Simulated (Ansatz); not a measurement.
# C₂H₉ClInN: how energies converge with the basis set

Aim: see how fast density functionals converge with the basis set for C₂H₉ClInN.

Method: one geometry, several basis sets; program: Ansatz 0.2.0, Gaussian basis.

Levels to be run: PBE0-D4/def2-SVP; ωB97M-V/def2-SVP; PBE0-D4/def2-QZVPP; ωB97M-V/def2-QZVPP; the functionals' def2-TZVPP values are taken from earlier runs.

**1. The relaxed structure**

All runs share one geometry, relaxed beforehand with PBE0-D4 in a triple-zeta def2 set. In takes the def2 core potential; no spin-orbit term is included.

SMILES `[CH3][In-]([CH3])([NH3+])[Cl]`, 14 atoms, charge 0, spin multiplicity 1.

Atoms are counted from 1 here; the program's logs count them from 0.

Bond lengths: C1–In2 2.147 Å, C1–H6 1.091 Å, C1–H7 1.091 Å, C1–H8 1.092 Å, In2–C3 2.147 Å, In2–N4 2.384 Å, In2–Cl5 2.423 Å, C3–H9 1.092 Å, C3–H10 1.091 Å, C3–H11 1.091 Å, N4–H12 1.013 Å, N4–H13 1.013 Å, N4–H14 1.017 Å. Angles: In2–C1–H6 110.2°, In2–C1–H7 109.4°, In2–C1–H8 111.4°, H6–C1–H7 108.2°, H6–C1–H8 108.3°, H7–C1–H8 109.3°, C1–In2–C3 135.4°, C1–In2–N4 101.1°, C1–In2–Cl5 110.1°, C3–In2–N4 101.1°, C3–In2–Cl5 110.1°, N4–In2–Cl5 85.1°, In2–C3–H9 111.4°, In2–C3–H10 110.2°, In2–C3–H11 109.4°, H9–C3–H10 108.3°, H9–C3–H11 109.3°, H10–C3–H11 108.2° and more.

**2. PBE0-D4 in def2-SVP**

in.yaml reads:

```yaml
crystal:
  periodic: [false, false, false]
  atoms:
    - {symbol: C, position_ang: [-1.863762, 1.216563, 0.138983]}
    - {symbol: In, position_ang: [0.167642, 0.538952, -0.017675]}
    - {symbol: C, position_ang: [1.754755, 0.134904, 1.370871]}
    - {symbol: N, position_ang: [-0.142307, -1.612473, -0.997405]}
    - {symbol: Cl, position_ang: [1.086660, 1.158288, -2.172740]}
    - {symbol: H, position_ang: [-1.889840, 2.260094, 0.456278]}
    - {symbol: H, position_ang: [-2.345341, 1.144654, -0.837209]}
    - {symbol: H, position_ang: [-2.426263, 0.624437, 0.863433]}
    - {symbol: H, position_ang: [1.421689, -0.522524, 2.176306]}
    - {symbol: H, position_ang: [2.113165, 1.064940, 1.814627]}
    - {symbol: H, position_ang: [2.586467, -0.334033, 0.843195]}
    - {symbol: H, position_ang: [-1.102437, -1.919314, -1.099254]}
    - {symbol: H, position_ang: [0.394320, -2.368170, -0.588354]}
    - {symbol: H, position_ang: [0.232353, -1.415420, -1.922155]}
basis:
  gaussian: {orbitals: def2-SVP}
hamiltonian: {xc: pbe0, dispersion: d4}
output: {orbitals: {seedname: orbitals}}
```

The run is started by

```
> ansatz run in.yaml --threads 4 --pin off --events-out ev --progress --plain --max-ram 11315MiB
```

Further steps of the session: ωB97M-V in def2-SVP; PBE0-D4 in def2-QZVPP; ωB97M-V in def2-QZVPP.

Before running them: what should the planned runs give, taken together? Wanted: PBE0-D4: double and triple zeta above quadruple; ωB97M-V: double and triple zeta above quadruple.

**Answer**, as computed:

| quantity | value |
| --- | --- |
| PBE0-D4: double and triple zeta above quadruple | 9.49, 0.64 eV |
| ωB97M-V: double and triple zeta above quadruple | 9.69, 0.62 eV |

What this shows: For PBE0-D4 the step from double to triple zeta gains 8.86 eV and the next only 0.64 eV. These are total energies; as a rule much of such shifts cancels in differences, which this series doesn't test. The LUMO of ωB97M-V is positive and keeps falling with the basis (1.90 to 0.55 eV): an unbound level that the basis holds in place.
